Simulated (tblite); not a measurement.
## A script for Mg₃SiO (GFN1-xTB)

These are simulated results from tblite 0.8.0, not measurements. The cell was built from a prototype and was relaxed with r2SCAN in plane waves (Ansatz 0.2.0). It may be hypothetical. All runs are without spin polarisation.

It is cubic, Pm-3m (No. 221); a = 4.184 Å in the conventional setting, 14.65 Å³ an atom. Around Si lie 12 Mg at 2.96 Å; around O lie 6 Mg at 2.09 Å; around Mg lie 2 O at 2.09 Å and 4 Si at 2.96 Å.

tblite solves periodic systems at the zone centre alone, so the script builds a cluster of 2×2×2 conventional cells (40 atoms), which folds in a coarse mesh of k points.

run.py reads:

```python
import json
from ase import Atoms
from ase.build import make_supercell
from ase.units import Bohr, GPa, Hartree
from tblite.interface import Calculator

atoms = Atoms(['Si', 'O', 'Mg', 'Mg', 'Mg'],
              cell=[[4.18363455, 0.0, 0.0], [0.0, 4.18363455, 0.0], [0.0, 0.0, 4.18363455]],
              scaled_positions=[[0.0, 0.0, 0.0], [0.5, 0.5, 0.5], [0.5, 0.5, 0.0], [0.5, 0.0, 0.5], [0.0, 0.5, 0.5]],
              pbc=True)
cluster = make_supercell(atoms, [[2, 0, 0], [0, 2, 0], [0, 0, 2]])
calc = Calculator('GFN1-xTB', cluster.numbers, cluster.positions / Bohr, lattice=cluster.cell[:] / Bohr, periodic=cluster.pbc)
calc.set('temperature', 0.02 / Hartree)
calc.set('max-iter', 150)
res = calc.singlepoint()
levels = res.get('orbital-energies') * Hartree
nv = round(res.get('orbital-occupations').sum() / 2)
cells = len(cluster) // len(atoms)
out = {'energy_per_cell': res.get('energy') * Hartree / cells, 'homo': levels[nv - 1], 'lumo': levels[nv],
       'stress': (-res.get('virial') * Hartree / cluster.get_volume() / GPa).tolist(), 'charges': res.get('charges')[:len(atoms)].tolist(), 'electrons': 2 * nv / cells}
json.dump(out, open('results.json', 'w'))
for key, value in out.items():
    print(key, value)
```

Command: `python run.py`. It took 3.3 s on 1 thread of Arm Neoverse V2, on a shared host, peak memory 0.099 GiB.

The log:

```
------------------------------------------------------------
  cycle        total energy    energy error   density error
------------------------------------------------------------
      1     -67.27750465737  -6.7069641E+01   9.2295382E-01
      2     -68.97087835732  -1.6933737E+00   7.0622176E-01
      3     -69.32503164904  -3.5415329E-01   2.8922155E-01
      4     -69.60122182627  -2.7619018E-01   1.5391664E-01
      5     -71.35114896713  -1.7499271E+00   3.4630163E-01
      6     -76.70557163267  -5.3544227E+00   4.6454907E-01
      7     -84.38154888574  -7.6759773E+00   6.9907151E-01
      8     -72.28836734864   1.2093182E+01   3.8628533E-01
      9     -71.20790501003   1.0804623E+00   3.3144950E-01
     10     -71.24129912537  -3.3394115E-02   3.0416662E-01
     11     -70.30600750667   9.3529162E-01   2.5713951E-01
     12     -69.52071729988   7.8529021E-01   2.1046624E-01
     13     -69.38869702991   1.3202027E-01   1.9336398E-01
     14     -69.36064881555   2.8048214E-02   2.6390182E-01
     15     -69.32691903614   3.3729779E-02   3.7744241E-01
     16     -69.42753283283  -1.0061380E-01   4.8637756E-01
     17     -69.40780398083   1.9728852E-02   4.7687164E-01
     18     -69.45585866718  -4.8054686E-02   3.3218005E-01
     19     -69.44169735512   1.4161312E-02   3.0278621E-01
     20     -69.44323910271  -1.5417476E-03   2.9318620E-01
     21     -69.44061456344   2.6245393E-03   2.9469689E-01
     22     -69.37344272790   6.7171836E-02   3.3383575E-01
     23     -69.35078008061   2.2662647E-02   2.7431971E-01
     24     -69.34544090381   5.3391768E-03   2.6676565E-01
     25     -69.32414001062   2.1300893E-02   2.6364002E-01
     26     -69.31853749841   5.6025122E-03   2.5906633E-01
     27     -69.32040788343  -1.8703850E-03   2.5590200E-01
     28     -69.32312690916  -2.7190257E-03   2.5476021E-01
     29     -69.32375201412  -6.2510496E-04   2.3546310E-01
     30     -69.33182658157  -8.0745675E-03   1.9429128E-01
     31     -69.35340411245  -2.1577531E-02   1.6783756E-01
     32     -69.37837414885  -2.4970036E-02   1.5356443E-01
     33     -69.44459594636  -6.6221798E-02   1.4753986E-01
     34     -69.45396710968  -9.3711633E-03   1.4799895E-01
     35     -69.37792964582   7.6037464E-02   1.6552879E-01
     36     -69.35477689811   2.3152748E-02   1.8470542E-01
     37     -69.36791216645  -1.3135268E-02   1.6881855E-01
     38     -69.39070425828  -2.2792092E-02   1.5308131E-01
     39     -69.54564420836  -1.5493995E-01   1.9921612E-01
     40     -70.23409092326  -6.8844671E-01   3.1188752E-01
     41     -74.54965077467  -4.3155599E+00   5.1059383E-01
     42     -363.6472708068  -2.8909762E+02   2.2183713E+00
     43     -1465.186889535  -1.1015396E+03   3.0361896E+00
     44     -1460.121515001   5.0653745E+00   3.0425654E+00
     45     -1473.299979080  -1.3178464E+01   3.0353915E+00
     46     -1471.932855399   1.3671237E+00   3.0377619E+00
     47     -1443.310901239   2.8621954E+01   3.0619231E+00
     48     -1491.250480205  -4.7939579E+01   3.0465583E+00
     49     -1482.372104315   8.8783759E+00   3.0509617E+00
     50     -1514.852923144  -3.2480819E+01   3.1792809E+00
[... 5 lines left out ...]
     56     -1501.189342902   7.1136673E-01   3.1304188E+00
     57     -1500.225975118   9.6336778E-01   3.1261474E+00
     58     -1506.307246284  -6.0812712E+00   3.2114574E+00
     59     -1499.347076216   6.9601701E+00   3.1427234E+00
     60     -1507.889645931  -8.5425697E+00   3.2968636E+00
     61     -1505.463074356   2.4265716E+00   3.3061499E+00
     62     -1549.381255486  -4.3918181E+01   3.3426375E+00
     63     -1565.992883048  -1.6611628E+01   3.4264307E+00
     64     -1568.766749567  -2.7738665E+00   3.4384706E+00
     65     -1546.530327826   2.2236422E+01   3.4199452E+00
     66     -1548.307751901  -1.7774241E+00   3.4213615E+00
     67     -1566.522104036  -1.8214352E+01   3.4430275E+00
     68     -1563.929784828   2.5923192E+00   3.4531526E+00
     69     -1570.428908943  -6.4991241E+00   3.4437167E+00
     70     -1571.738700871  -1.3097919E+00   3.4175221E+00
     71     -1568.301233763   3.4374671E+00   3.3954630E+00
     72     -1573.402857984  -5.1016242E+00   3.3839392E+00
     73     -1584.449525925  -1.1046668E+01   3.3807000E+00
     74     -1590.293205868  -5.8436799E+00   3.3892390E+00
     75     -1593.553324326  -3.2601185E+00   3.3993518E+00
     76     -1595.500390925  -1.9470666E+00   3.4069333E+00
     77     -1598.580910346  -3.0805194E+00   3.4217218E+00
     78     -1604.050198344  -5.4692880E+00   3.4484411E+00
     79     -1606.480647911  -2.4304496E+00   3.4546078E+00
     80     -1817.597456074  -2.1111681E+02   3.4219573E+00
     81     -1681.561106428   1.3603635E+02   3.3724987E+00
     82     -1709.940363386  -2.8379257E+01   3.4013926E+00
     83     -1632.360324458   7.7580039E+01   3.3723598E+00
     84     -1640.246597988  -7.8862735E+00   3.2399242E+00
     85     -1695.488140581  -5.5241543E+01   3.2563807E+00
     86     -1670.540729770   2.4947411E+01   3.1893707E+00
     87     -1618.148175208   5.2392555E+01   3.1528075E+00
     88     -1663.454528683  -4.5306353E+01   3.1841880E+00
     89     -1663.527687998  -7.3159315E-02   3.1840238E+00
     90     -1678.002014796  -1.4474327E+01   3.1823133E+00
     91     -1643.987876827   3.4014138E+01   3.1856774E+00
     92     -1715.788550032  -7.1800673E+01   3.1400905E+00
     93     -1606.018151074   1.0977040E+02   3.0238276E+00
     94     -1617.372825547  -1.1354674E+01   2.9916876E+00
     95     -1627.559445871  -1.0186620E+01   3.0167985E+00
     96     -1626.501215617   1.0582303E+00   3.0080309E+00
     97     -1620.195115125   6.3061005E+00   3.0016350E+00
     98     -1599.858761994   2.0336353E+01   3.0028822E+00
     99     -1604.878591597  -5.0198296E+00   2.9395128E+00
    100     -1639.701588490  -3.4822997E+01   2.6406666E+00
    101     -1601.964355560   3.7737233E+01   2.2863010E+00
    102     -1619.527214455  -1.7562859E+01   2.1406391E+00
    103     -1613.046649217   6.4805652E+00   2.0542219E+00
    104     -1613.423156898  -3.7650768E-01   1.9614529E+00
    105     -1613.531956645  -1.0879975E-01   1.8640731E+00
    106     -1613.059200404   4.7275624E-01   1.8022940E+00
    107     -1613.239095504  -1.7989510E-01   1.8050787E+00
    108     -1616.909589418  -3.6704939E+00   1.8542206E+00
    109     -1618.650595458  -1.7410060E+00   1.7698544E+00
    110     -1615.162776017   3.4878194E+00   1.7889815E+00
    111     -1616.742838255  -1.5800622E+00   1.7254918E+00
    112     -1616.380877193   3.6196106E-01   1.7654735E+00
    113     -1616.167172127   2.1370507E-01   1.7575555E+00
    114     -1616.795481081  -6.2830895E-01   1.7020258E+00
    115     -1616.757954902   3.7526179E-02   1.7573932E+00
    116     -1616.604927347   1.5302755E-01   1.7596321E+00
    117     -1616.607914524  -2.9871766E-03   1.7600406E+00
    118     -1615.913084762   6.9482976E-01   1.7431343E+00
    119     -1613.798379755   2.1147050E+00   1.6460574E+00
    120     -1612.521644819   1.2767349E+00   1.6049066E+00
    121     -1617.095190387  -4.5735456E+00   1.5919440E+00
    122     -1611.750507935   5.3446825E+00   1.5816206E+00
    123     -1607.341569055   4.4089389E+00   1.3922065E+00
    124     -1612.475795372  -5.1342263E+00   1.3754057E+00
    125     -1609.148799675   3.3269957E+00   1.3365868E+00
    126     -1599.281386491   9.8674132E+00   1.1816399E+00
    127     -1591.424036257   7.8573502E+00   1.1791312E+00
    128     -1591.606281484  -1.8224523E-01   1.1862916E+00
    129     -1592.208755469  -6.0247398E-01   1.1992272E+00
    130     -1593.291953170  -1.0831977E+00   1.1413017E+00
    131     -1592.124650199   1.1673030E+00   1.1486811E+00
    132     -1591.419278380   7.0537182E-01   1.1442758E+00
    133     -1593.434184183  -2.0149058E+00   1.1370251E+00
    134     -1605.833575205  -1.2399391E+01   1.2107372E+00
    135     -1618.411237103  -1.2577662E+01   1.1455446E+00
    136     -1630.963069689  -1.2551833E+01   1.1159897E+00
    137     -1629.409425097   1.5536446E+00   1.0523459E+00
    138     -1626.048241123   3.3611840E+00   9.8434829E-01
    139     -1629.108369054  -3.0601279E+00   9.3384652E-01
    140     -1629.866752634  -7.5838358E-01   8.9458240E-01
    141     -1628.862759364   1.0039933E+00   8.8736405E-01
    142     -1628.928895265  -6.6135901E-02   8.8714756E-01
    143     -1628.339396460   5.8949881E-01   8.8856711E-01
    144     -1626.228558763   2.1108377E+00   8.9007803E-01
    145     -1644.122114322  -1.7893556E+01   9.8654730E-01
    146     -1708.935472050  -6.4813358E+01   1.0924653E+00
    147     -1643.873353804   6.5062118E+01   9.7086401E-01
    148     -1725.310334837  -8.1436981E+01   1.1109671E+00
    149     -1732.516098474  -7.2057636E+00   1.1382700E+00
    150     -1651.034151893   8.1481947E+01   9.4217370E-01
------------------------------------------------------------

 total:                                   2.554 sec
tblite.exceptions.TBLiteRuntimeError: SCF not converged in 150 cycles
```

The self-consistent cycle didn't converge within its limit, so this run gives no property of the crystal.

xTB was fitted mostly to molecules, and a small cluster samples few k points, so gaps, pressures and kinks along a curve can be far from a solid's.
